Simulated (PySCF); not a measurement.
# C₇H₈ClN: magnetic properties

Aim: compute the magnetic properties of C₇H₈ClN (`C=N/C=C(\Cl)C1=CCC1`).

Programs: PySCF 2.14.0, with routines of our own; each step states its level. All values are computed. Atoms count from 0.

### 1 The system as given

17 atoms, charge 0, multiplicity 1; geometry from: GFN2-xTB.

### 2 Magnetic properties: GIAO BHandHLYP/pcSseg-1

The job: settings as JSON, then the geometry in Å.

```
{"job": {"kind": "mag", "xc": "BHandHLYP", "basis": "pcSseg-1", "isotopologues": 0}, "charge": 0, "multiplicity": 1}
C      3.683581     0.290211     0.087547
N      2.845664    -0.629561     0.264990
C      1.509999    -0.584347     0.033605
C      0.630731     0.334309     0.490145
Cl     1.181256     1.753391     1.338574
C     -0.787391     0.189143     0.399118
C     -1.849167     0.919757     0.782119
C     -2.852401    -0.044907     0.221892
C     -1.636008    -0.894366    -0.225673
H      3.472840     1.237585    -0.409182
H      4.697727     0.120117     0.420483
H      1.113318    -1.480495    -0.425815
H     -1.967644     1.854157     1.297539
H     -3.498339    -0.522543     0.957245
H     -3.464932     0.342712    -0.590951
H     -1.560587    -1.870349     0.248873
H     -1.525644    -1.002785    -1.302572
```

Method: GIAO BHandHLYP/pcSseg-1 magnetisability, rotational g tensor and spin-rotation constants, non-relativistic, gas phase.

The run is started by

```sh
$ OMP_NUM_THREADS=1 python excited_run.py task.json out
```

One launch serves the whole session: the jobs run in the order shown.

Standard output:

```text
coarse grid: 15248 points
cycle   1  E = -786.0434856250  dE =  1.863e+00  |g| = 3.990e-01  |ddm| = 4.009e+00
cycle   2  E = -786.0607269041  dE = -1.724e-02  |g| = 3.706e-01  |ddm| = 8.129e-01
cycle   3  E = -786.0902642895  dE = -2.954e-02  |g| = 8.726e-02  |ddm| = 4.586e-01
cycle   4  E = -786.0918332545  dE = -1.569e-03  |g| = 3.981e-02  |ddm| = 1.163e-01
cycle   5  E = -786.0922251587  dE = -3.919e-04  |g| = 6.984e-03  |ddm| = 4.701e-02
cycle   6  E = -786.0922386496  dE = -1.349e-05  |g| = 2.619e-03  |ddm| = 1.032e-02
cycle   7  E = -786.0922404762  dE = -1.827e-06  |g| = 9.707e-04  |ddm| = 3.755e-03
final grid: 144176 points
cycle   8  E = -786.1372792052  dE = -1.925e-05  |g| = 3.487e-03  |ddm| = 1.938e-02
cycle   9  E = -786.1372791234  dE =  8.182e-08  |g| = 3.633e-03  |ddm| = 7.794e-03
cycle  10  E = -786.1372822923  dE = -3.169e-06  |g| = 6.225e-04  |ddm| = 4.260e-03
cycle  11  E = -786.1372823782  dE = -8.589e-08  |g| = 1.824e-04  |ddm| = 6.725e-04
cycle  12  E = -786.1372823864  dE = -8.210e-09  |g| = 4.204e-05  |ddm| = 2.153e-04
cycle  13  E = -786.1372823868  dE = -4.584e-10  |g| = 1.580e-05  |ddm| = 5.955e-05
converged SCF energy = -786.1372823868

Magnetisability tensor (1e-30 J/T^2)
    -1161.33       21.91       20.52
       21.91    -1265.51       37.80
       20.52       37.80    -1469.41
isotropic -1298.75   principal values   -1477.04  -1264.79  -1154.42
isotropic susceptibility -78.212 1e-6 cm^3/mol

Inertial axes            a          b          c
rot. const./GHz      2.9027     0.8622     0.6776
chi total           -69.700    -77.408    -87.529
chi diamagnetic    -516.881  -1507.042  -1862.969
chi paramagnetic    447.181   1429.634   1775.440
quadrupole/D A        9.423     -3.351     -6.072
g nuclear            0.5560     0.5693     0.5612
g electronic        -0.6098    -0.5791    -0.5652
g total             -0.0538    -0.0098    -0.0040

Spin-rotation constants (kHz, H = +C I.J)
atom  isotope        aa         bb         cc
  1    14N        1.051      0.099      0.089
  4   35Cl        0.792      0.103      0.111
  9     1H       -0.231     -0.038      0.021
 10     1H        0.270     -0.090     -0.054
 11     1H       -0.124      0.054     -0.081
 12     1H       -0.292      0.091     -0.079
 13     1H       -0.124     -0.095     -0.016
 14     1H       -0.143     -0.095     -0.012
 15     1H       -0.305     -0.044     -0.013
 16     1H       -0.305     -0.044     -0.014
  0    13C*       1.375      0.214      0.238
  2    13C*       1.201      0.338      0.122
  3    13C*       1.029      0.304      0.130
  5    13C*       1.239      0.387      0.112
  6    13C*       1.190      0.377      0.100
  7    13C*       0.555      0.127      0.085
  8    13C*       0.430      0.155      0.098
* in the singly substituted isotopologue
```

Run time: 28 s. Hardware: 1 thread of Intel Xeon 6975P-C, shared host; peak memory 0.88 GiB.

From this job:

| quantity | value |
| --- | --- |
| magnetisability | -1299·10⁻³⁰ J/T² |
| molar susceptibility | -78.2·10⁻⁶ cm³/mol |
| rotational g (a, b, c) | -0.0538, -0.0098, -0.0040 |

### 3 Summary of results

```
                                                quantity                      value
       magnetisability (step 2, GIAO BHandHLYP/pcSseg-1)           -1299·10⁻³⁰ J/T²
  molar susceptibility (step 2, GIAO BHandHLYP/pcSseg-1)         -78.2·10⁻⁶ cm³/mol
rotational g (a, b, c) (step 2, GIAO BHandHLYP/pcSseg-1)  -0.0538, -0.0098, -0.0040
```

The values above hold for this geometry and these levels alone. Vibrational averaging and real surroundings are missing from these values.
